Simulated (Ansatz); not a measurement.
# SnPHO3: the cost of one run

Method: DFT, PBE, plane-wave PAW, default files, scalar-relativistic, as far as a step names no other, in Ansatz 0.2.0.

1 further run of the same task is left out (it didn't finish).

### Step 1. The starting structure

Symmetry: Cc, No. 9, monoclinic system. The conventional cell has a = 7.076 Å, b = 12.347 Å, c = 4.682 Å, α = 90.00°, β = 120.93°, γ = 90.00°. Sn (site symmetry 1) has 3 O at 2.12 to 2.19 Å as nearest neighbours. Around H (site symmetry 1) lie 1 P at 1.24 Å. Around P (site symmetry 1) lie 1 H at 1.24 Å. O (site symmetry 1) is surrounded by 1 P at 1.52 Å and 1 Sn at 2.19 Å. Around O (site symmetry 1) lie 1 P at 1.53 Å and 1 H at 2.11 Å and 1 Sn at 2.12 Å. O (site symmetry 1) is surrounded by 1 P at 1.52 Å and 1 Sn at 2.15 Å.

As a file:

```
CELL_PARAMETERS angstrom
3.53785 -6.17340 0.00000
3.53785 6.17340 0.00000
-2.40645 0.00000 4.01611
ATOMIC_POSITIONS crystal
Sn 0.24392 0.97316 0.07173
Sn 0.97316 0.24392 0.57173
H 0.72370 0.56690 0.09040
H 0.56690 0.72370 0.59040
P 0.63556 0.35724 0.89220
P 0.35724 0.63556 0.39220
O 0.40430 0.24570 0.58280
O 0.24570 0.40430 0.08280
O 0.85470 0.41790 0.82690
O 0.41790 0.85470 0.32690
O 0.59130 0.20490 0.07910
O 0.20490 0.59130 0.57910
```

### Step 2. First run, atoms as given

Input file input.yaml:

```yaml
crystal:
  lattice:
    - [3.53785, -6.1734, 0.0]
    - [3.53785, 6.1734, 0.0]
    - [-2.40645, 0.0, 4.01611]
  atoms:
    - { symbol: Sn, position: [0.24392, 0.97316, 0.07173] }
    - { symbol: Sn, position: [0.97316, 0.24392, 0.57173] }
    - { symbol: H, position: [0.7237, 0.5669, 0.0904] }
    - { symbol: H, position: [0.5669, 0.7237, 0.5904] }
    - { symbol: P, position: [0.63556, 0.35724, 0.8922] }
    - { symbol: P, position: [0.35724, 0.63556, 0.3922] }
    - { symbol: O, position: [0.4043, 0.2457, 0.5828] }
    - { symbol: O, position: [0.2457, 0.4043, 0.0828] }
    - { symbol: O, position: [0.8547, 0.4179, 0.8269] }
    - { symbol: O, position: [0.4179, 0.8547, 0.3269] }
    - { symbol: O, position: [0.5913, 0.2049, 0.0791] }
    - { symbol: O, position: [0.2049, 0.5913, 0.5791] }
kpoints:
  mp_grid: { grid: [4, 4, 6] }
scf:
  occupations: { method: fermi_dirac, width: 0.02 }
hamiltonian:
  xc: pbe
  pseudopotentials: { kind: paw }
output:
  forces: true
  stress: true
  populations: true
  efg:
    quadrupole_moments_barn: { Sn: -0.132, H: 0.00285783, O: -0.02558 }
    contact_densities: true
```

Run with:

```sh
$ ansatz run input.yaml --threads 1 --pin off --max-ram 3072MiB --backend cpu --events-out ev --progress --plain --runs-dir out
```

Q: Estimate wall time and peak memory on 1 thread of an x86-64 CPU, shared host.

About 23 s, with a peak of 0.58 GiB.
